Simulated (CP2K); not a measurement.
NbCu:

```
Nb Cu
1.0
     3.62351    0.00000    0.00000
     1.81176    3.13805    0.00000
     1.81176    1.04602    2.95859
Nb Cu
1 1
Direct
  0.00000 0.00000 0.00000
  0.50000 0.50000 0.50000
```

The cell was built by a generator and needn't be a form met in nature.

Base run:

* Program: CP2K 2026.2
* Functional: BLYP
* Dispersion: D3(BJ)
* Potentials or basis: GTH_POTENTIALS Nb GTH-PBE-q13, Cu GTH-BLYP-q11; TZVP-MOLOPT-PBE-GTH basis
* Density cutoff: 6123 eV
* k mesh: 9 × 9 × 9
* Occupations: fermi-dirac, width 0.05 eV
* Spin: no spin polarisation

Its results: band gap on the k mesh none (metal or under the smearing width); pressure -6.4 GPa.

Problem. The run is repeated on the same cell with these changes: dispersion from D3(BJ) to D3. What comes out?

Solution. Band gap on the k mesh none (metal or under the smearing width); pressure -2.9 GPa.

Caveats: the potentials were made for another functional, which shifts forces and pressure; the basis of atomic orbitals isn't converged, which shifts pressures, moduli and gaps; pairwise dispersion overbinds metals, which lowers pressure and volume.

Not every run made on this cell is shown here.
